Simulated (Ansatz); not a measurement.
**SnN3H6 radical: one species, many methods**

The task here is to estimate one member of a computed series from the others.

The runs use Ansatz 0.2.0, Gaussian basis; functionals in def2-TZVPP, the program's frozen cores in correlated methods.

Plan: PBE-D4, r2SCAN-D4, PBE0-D4, B3LYP-D4, ωB97X-V, ωB97M-V, B2PLYP; CCSD(T)/def2-TZVPP; MP2/def2-QZVPP; extrapolation to the limit.

### The geometry

All runs share one geometry, relaxed beforehand with PBE0-D4 in a triple-zeta def2 set. Sn takes the def2 core potential; no spin-orbit term is included.

SMILES `[NH2][Sn]([NH2])[NH2]`, 10 atoms, charge 0, spin multiplicity 2.

Atoms are counted from 1 here; the program's logs count them from 0.

Bond lengths: N1–Sn2 2.047 Å, N1–H5 1.012 Å, N1–H6 1.014 Å, Sn2–N3 2.047 Å, Sn2–N4 2.047 Å, N3–H7 1.014 Å, N3–H8 1.012 Å, N4–H9 1.014 Å, N4–H10 1.012 Å. Angles: Sn2–N1–H5 115.2°, Sn2–N1–H6 111.6°, H5–N1–H6 107.9°, N1–Sn2–N3 102.1°, N1–Sn2–N4 102.1°, N3–Sn2–N4 102.1°, Sn2–N3–H7 111.6°, Sn2–N3–H8 115.2°, H7–N3–H8 107.9°, Sn2–N4–H9 111.6°, Sn2–N4–H10 115.2°, H9–N4–H10 107.9°.

Set-up of the first run:

The input, in.yaml:

```yaml
crystal:
  periodic: [false, false, false]
  atoms:
    - {symbol: N, position_ang: [-0.893438, 0.544883, 1.520213]}
    - {symbol: Sn, position_ang: [-0.499421, -0.514819, -0.186520]}
    - {symbol: N, position_ang: [1.403168, -1.189001, 0.155248]}
    - {symbol: N, position_ang: [-0.188728, 0.974990, -1.555861]}
    - {symbol: H, position_ang: [-1.536748, 0.101797, 2.164306]}
    - {symbol: H, position_ang: [-1.250528, 1.470920, 1.310756]}
    - {symbol: H, position_ang: [1.607831, -1.242106, 1.147330]}
    - {symbol: H, position_ang: [1.622930, -2.087580, -0.256199]}
    - {symbol: H, position_ang: [0.671479, 0.832287, -2.074141]}
    - {symbol: H, position_ang: [-0.936554, 1.108641, -2.225133]}
basis:
  gaussian: {orbitals: def2-TZVPP}
magnetization: {spin_polarized: true, initial_magnetization: 1}
hamiltonian: {xc: pbe, dispersion: d4}
output: {forces: true, orbitals: {seedname: orbitals}}
```

Command:

```
$ ansatz run in.yaml --threads 2 --pin off --events-out ev --progress --plain --max-ram 22528MiB --backend cpu
```

Among the steps run: PBE-D4 (GGA); r2SCAN-D4 (meta-GGA); PBE0-D4 (hybrid); B3LYP-D4 (hybrid); ωB97X-V (range-separated); ωB97M-V (range-separated); B2PLYP (double hybrid); CCSD(T) in def2-TZVPP; MP2 in def2-QZVPP.

One of the session's tables, all rows but one given; the rest of the session is left out.

It belongs to the step «Atomisation energies». 

```
            method  atoms, summed (eV)  atomisation energy (kJ/mol)
            PBE-D4          -10363.279                       3182.7
         r2SCAN-D4          -10369.531                       3069.6
           PBE0-D4                   ?                            ?
          B3LYP-D4          -10371.683                       3116.4
           ωB97X-V          -10367.167                       3107.4
           ωB97M-V          -10366.145                       3097.7
            B2PLYP          -10360.602                       3055.1
     HF/def2-TZVPP          -10328.000                       1892.2
    MP2/def2-TZVPP          -10342.946                       2989.9
   CCSD/def2-TZVPP          -10344.174                       2908.7
CCSD(T)/def2-TZVPP          -10344.522                       2973.6
           MP2/CBS          -10354.221                       3118.8
       CCSD(T)/CBS          -10355.797                       3102.5
```

**Question.** Estimate the row for PBE0-D4.

**Answer.** atoms, summed (eV): -10364.718; atomisation energy (kJ/mol): 3070.5. In the column «atoms, summed (eV)» it lies between ωB97M-V (-10366.145) and PBE-D4 (-10363.279).
